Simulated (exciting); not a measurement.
A run of exciting (release sodium) is set up as follows.

The input input.xml:

```xml
<input>
  <title>MgPd</title>
  <structure speciespath="./" tshift="false">
    <crystal scale="1">
      <basevect>5.971534553817 0.000000000000 0.000000000000</basevect>
      <basevect>0.000000000000 5.971534553817 0.000000000000</basevect>
      <basevect>0.000000000000 0.000000000000 5.971534553817</basevect>
    </crystal>
    <species speciesfile="Pd.xml" rmt="2.3">
      <atom coord="0.500000000000 0.500000000000 0.500000000000"/>
    </species>
    <species speciesfile="Mg.xml" rmt="2">
      <atom coord="0.000000000000 0.000000000000 0.000000000000"/>
    </species>
  </structure>
  <groundstate do="fromscratch" ngridk="8 8 8" rgkmax="7.8" gmaxvr="14" lmaxapw="10" lmaxmat="10" lmaxvr="8" xctype="GGA_PBE_SOL" stype="Fermi Dirac" swidth="0.00183747" nempty="14" ValenceRelativity="iora*" epsengy="1e-05" epspot="1e-05" maxscl="60" tforce="true" outputlevel="normal"/>
</input>
```

Potentials or basis: all-electron LAPW+lo, shipped species files, valence relativity iora*.

Command:

```bash
$ OMP_NUM_THREADS=1 exciting_smp
```

Problem. Estimate the band gap on the k mesh.

Solution. None (metal or under the smearing width).
